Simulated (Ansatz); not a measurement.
# Ti: the cost of one run

Computed with Ansatz 0.2.0 (DFT r2SCAN, scalar-relativistic, plane waves, PAW, unless a step's input says otherwise).

### 1 Starting point

It takes space group Im-3m (No. 229, cubic). The conventional cell has a = 3.282 Å, b = 3.282 Å, c = 3.282 Å, α = 90.00°, β = 90.00°, γ = 90.00°. Around Ti (site symmetry m-3m) lie 8 Ti at 2.84 Å.

As a file:

```
Ti
1.0
    -1.64100    1.64100    1.64100
     1.64100   -1.64100    1.64100
     1.64100    1.64100   -1.64100
Ti
1
Direct
  0.00000 0.00000 0.00000
```

The cell is taken as given, not relaxed at this level.

### 2 The reference cell

Reference values: F = -2504.2417 eV; pressure -2.82 GPa; largest force 0.000 eV/Å; gap on the mesh none (metal). It was computed beforehand with the settings of the runs below.

### 3 The scan: a tetragonal deformation path

At fixed volume and fractional coordinates, lengths along (0.000, 0.000, 1.000) are scaled against those across it; ρ is that ratio over its starting value.

### 4 At ρ = 0.707

Input file input.yaml:

```yaml
crystal:
  lattice:
    - [-1.8420529496, 1.8420529496, 1.3023314354]
    - [1.8420529496, -1.8420529496, 1.3023314354]
    - [1.8420529496, 1.8420529496, -1.3023314354]
  atoms:
    - { symbol: Ti, position: [0.0, 0.0, 0.0] }
basis:
  ecutwfc: 500
kpoints:
  mp_grid: { grid: [22, 22, 22] }
hamiltonian:
  xc: r2scan
scf:
  occupations: { method: gaussian, width: 0.15 }
output:
  forces: true
  stress: true
  eigenvalues: true
```

Command:

```
> ansatz run input.yaml --threads 1 --pin off --max-ram 2560MiB --backend cpu --events-out ev --progress --plain --runs-dir out
```

What time and memory should one allow on 1 thread of Intel Xeon Platinum 8259CL at 2.50GHz (Skylake/Cascade Lake), shared host?

About 22 s, with a peak of 0.58 GiB.
